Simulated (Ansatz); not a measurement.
# CH4F2OSi (SMILES C[Si](O)(F)F) at B3LYP/cc-pVDZ

Aim: the vertical ionisation energy of CH4F2OSi at B3LYP/cc-pVDZ, from 2 runs. 

Program for the calculation: Ansatz 0.2.0.

99 further runs of the same task are left out: 2 that didn't finish, 97 set aside as unsound or not needed. Runs told in other sessions of the task aren't counted.

## (1) Starting point

The species is CH4F2OSi (9 atoms), meant as a singlet with charge 0. SMILES: `C[Si](O)(F)F`. The shape is that of a PBE0-D4/def2-TZVP optimisation. This is one conformer, not always the lowest.

Bond lengths: C1–Si2 1.831 Å, Si2–O3 1.621 Å, Si2–F4 1.590 Å, Si2–F5 1.590 Å, C1–H6 1.092 Å, C1–H7 1.092 Å, C1–H8 1.092 Å, O3–H9 0.958 Å. Some angles: C1–Si2–O3 109.9°, C1–Si2–F4 111.2°, C1–Si2–F5 111.2°, O3–Si2–F4 110.0°, O3–Si2–F5 110.0°, F4–Si2–F5 104.6°, Si2–C1–H6 110.5°, Si2–C1–H7 110.5°, Si2–C1–H8 110.6°, Si2–O3–H9 119.7°.

## (2) A single-point energy at B3LYP/cc-pVDZ

Contents of in.yaml:

```yaml
crystal:
  periodic: [false, false, false]
  atoms:
    - symbol: C
      position_ang: [-1.189400, 0.338900, -0.162200]
    - symbol: Si
      position_ang: [0.580100, -0.130700, -0.192500]
    - symbol: O
      position_ang: [1.083400, -0.479900, 1.308000]
    - symbol: F
      position_ang: [0.827400, -1.374000, -1.151900]
    - symbol: F
      position_ang: [1.471900, 1.032700, -0.807900]
    - symbol: H
      position_ang: [-1.795500, -0.480100, 0.229600]
    - symbol: H
      position_ang: [-1.342100, 1.213300, 0.473300]
    - symbol: H
      position_ang: [-1.540100, 0.577500, -1.168100]
    - symbol: H
      position_ang: [1.992700, -0.743900, 1.454700]
basis:
  gaussian:
    orbitals: cc-pVDZ
hamiltonian:
  xc: {name: B3LYP}
accuracy: high
output: {orbitals: {seedname: orbitals}}
```

Launch:

```sh
$ ansatz run in.yaml --threads 1 --pin off --max-ram 3480MiB --events-out events.jsonl --progress --plain --runs-dir runs
```

Output:

```text
Warning: RAYON_NUM_THREADS=1 ignored (pool sized by the plan → 1); use --threads N
Functional definition: B3LYP
  name "B3LYP"
  parameter a0 = 0.2
  parameter ax = 0.72
  parameter ac = 0.81
  exchange = (1 - a0 - ax)*slater_x + ax*b88_x + a0*exact_x
  correlation = (1 - ac)*vwn_rpa_c + ac*lyp_c
2129 factors; integrals over basis functions are off by at most 3.5e-9 eV
mean field evaluation 1: about -16456.1796 eV, gradient 7.3e1 eV
mean field evaluation 2: about -16448.8434 eV, gradient 9.7e1 eV
mean field evaluation 4: about -16465.8698 eV, gradient 2.6e0 eV
mean field evaluation 8: about -16466.0446 eV, gradient 2.3e-1 eV
mean field evaluation 16: about -16466.0447 eV, gradient 1.1e-5 eV
mean field -16466.04465035 eV, -605.1159798144 hartree, gradient 4.9e-8 eV, S^2 0.000000; 0 other end points of the search recorded, 0 dependent functions left out
reference -16466.04468877 eV, -605.1159812263 hartree; 25, 25 occupied and 69, 69 virtual orbitals, 2129 factors
Total energy: -16466.04468877 eV, -605.1159812263 hartree
```

Run time: 9.9 s. Hardware: 1 thread of Arm Neoverse V2, shared host; peak memory 0.34 GiB.

## (3) The doublet cation, same level

Contents of in.yaml:

```yaml
crystal:
  periodic: [false, false, false]
  atoms:
    - {symbol: C, position_ang: [-1.189400, 0.338900, -0.162200]}
    - {symbol: Si, position_ang: [0.580100, -0.130700, -0.192500]}
    - {symbol: O, position_ang: [1.083400, -0.479900, 1.308000]}
    - {symbol: F, position_ang: [0.827400, -1.374000, -1.151900]}
    - {symbol: F, position_ang: [1.471900, 1.032700, -0.807900]}
    - {symbol: H, position_ang: [-1.795500, -0.480100, 0.229600]}
    - {symbol: H, position_ang: [-1.342100, 1.213300, 0.473300]}
    - {symbol: H, position_ang: [-1.540100, 0.577500, -1.168100]}
    - {symbol: H, position_ang: [1.992700, -0.743900, 1.454700]}
basis:
  gaussian:
    orbitals: cc-pVDZ
magnetization:
  spin_polarized: true
  initial_magnetization: 1
accuracy: high
total_charge: 1
hamiltonian:
  xc: {name: B3LYP}
output: {orbitals: {seedname: orbitals}}
```

Launch:

```sh
$ ansatz run in.yaml --threads 1 --pin off --max-ram 3480MiB --events-out events.jsonl --progress --plain --runs-dir runs
```

Output:

```text
Warning: RAYON_NUM_THREADS=1 ignored (pool sized by the plan → 1); use --threads N
Functional definition: B3LYP
  name "B3LYP"
  parameter a0 = 0.2
  parameter ax = 0.72
  parameter ac = 0.81
  exchange = (1 - a0 - ax)*slater_x + ax*b88_x + a0*exact_x
  correlation = (1 - ac)*vwn_rpa_c + ac*lyp_c
2127 factors; integrals over basis functions are off by at most 3.5e-9 eV
mean field evaluation 1: about -16439.1320 eV, gradient 6.6e1 eV
mean field evaluation 2: about -16412.9788 eV, gradient 1.1e2 eV
mean field evaluation 4: about -16449.9515 eV, gradient 2.7e1 eV
mean field evaluation 8: about -16453.5715 eV, gradient 6.4e0 eV
mean field evaluation 16: about -16453.9214 eV, gradient 7.4e-1 eV
mean field evaluation 32: about -16453.9256 eV, gradient 8.6e-5 eV
mean field -16453.92560041 eV, -604.6706129438 hartree, gradient 5.9e-8 eV, S^2 0.755031; 6 other end points of the search recorded, 0 dependent functions left out
reference -16453.92563796 eV, -604.6706143238 hartree; 25, 24 occupied and 69, 70 virtual orbitals, 2127 factors
Total energy: -16453.92563796 eV, -604.6706143238 hartree
```

It took 29 s on 1 thread of Arm Neoverse V2, shared host; peak memory 0.48 GiB.

## (4) Results

Level: B3LYP/cc-pVDZ.

```
                                          quantity          value
                    singlet CH4F2OSi: total energy  -605.11598 Eh
                     singlet CH4F2OSi: HOMO energy       -9.36 eV
                     singlet CH4F2OSi: LUMO energy        0.94 eV
                   singlet CH4F2OSi: HOMO–LUMO gap       10.29 eV
                      doublet cation: total energy  -604.67061 Eh
doublet cation: HOMO energy (highest over α and β)      -16.03 eV
 doublet cation: LUMO energy (lowest over α and β)      -14.73 eV
                              doublet cation: ⟨S²⟩          0.755
vertical ionisation energy (to the doublet cation)      12.119 eV
```

**Reading.** Removing an electron at fixed nuclei costs 12.12 eV (1169 kJ/mol). −ε(HOMO) before ionisation, 9.36 eV, is 2.76 eV below this ionisation energy.
